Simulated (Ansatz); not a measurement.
# LiTa4O: the cost of one run

Method: DFT PBE, scalar-relativistic, plane waves, PAW, in Ansatz 0.2.0.

### Step 1. The structure to begin with

Symmetry: P4/mmm, No. 123, tetragonal system. The conventional cell has a = 4.351 Å, b = 4.351 Å, c = 4.573 Å, α = 90.00°, β = 90.00°, γ = 90.00°. Around Li (site symmetry 4/mmm) lie 8 Ta at 2.36 Å. Around Ta (site symmetry m2m) lie 1 O at 1.26 Å. Around O (site symmetry 4/mmm) lie 4 Ta at 1.26 Å.

Structure file:

```
CELL_PARAMETERS angstrom
4.35076 0.00000 0.00000
0.00000 4.35076 0.00000
0.00000 0.00000 4.57344
ATOMIC_POSITIONS crystal
Li 0.50000 0.50000 0.50000
Ta 0.70969 0.00000 0.50000
Ta 0.29031 0.00000 0.50000
Ta 0.00000 0.70969 0.50000
Ta 0.00000 0.29031 0.50000
O 0.00000 0.00000 0.50000
```

Recipe of the guess: random cell by space group and Wyckoff sites (P4/mmm, No. 123). The dimensions are guesses.

### Step 2. The guess as it stands, on a coarse mesh

Contents of input.yaml:

```yaml
crystal:
  lattice:
    - [4.35076495, 0.0, 0.0]
    - [0.0, 4.35076495, 0.0]
    - [0.0, 0.0, 4.57343693]
  atoms:
    - { symbol: Li, position: [0.5, 0.5, 0.5] }
    - { symbol: Ta, position: [0.70969157, 0.0, 0.5] }
    - { symbol: Ta, position: [0.29030843, 0.0, 0.5] }
    - { symbol: Ta, position: [0.0, 0.70969157, 0.5] }
    - { symbol: Ta, position: [0.0, 0.29030843, 0.5] }
    - { symbol: O, position: [0.0, 0.0, 0.5] }
basis:
  ecutwfc: 420
kpoints:
  mp_grid: { grid: [4, 4, 4] }
hamiltonian:
  xc: pbe
scf:
  occupations: { method: gaussian, width: 0.1 }
  lower_state_search: "off"
output:
  forces: true
  stress: true
  eigenvalues: true
```

Command:

```
$ ansatz run input.yaml --threads 1 --pin off --max-ram 2560MiB --backend cpu --events-out ev --progress --plain --runs-dir out
```

**Question.** How long does this run take on 1 thread of Arm Neoverse V2, shared host, and how much memory does it need?

About 4.3 s, with a peak of 0.35 GiB.
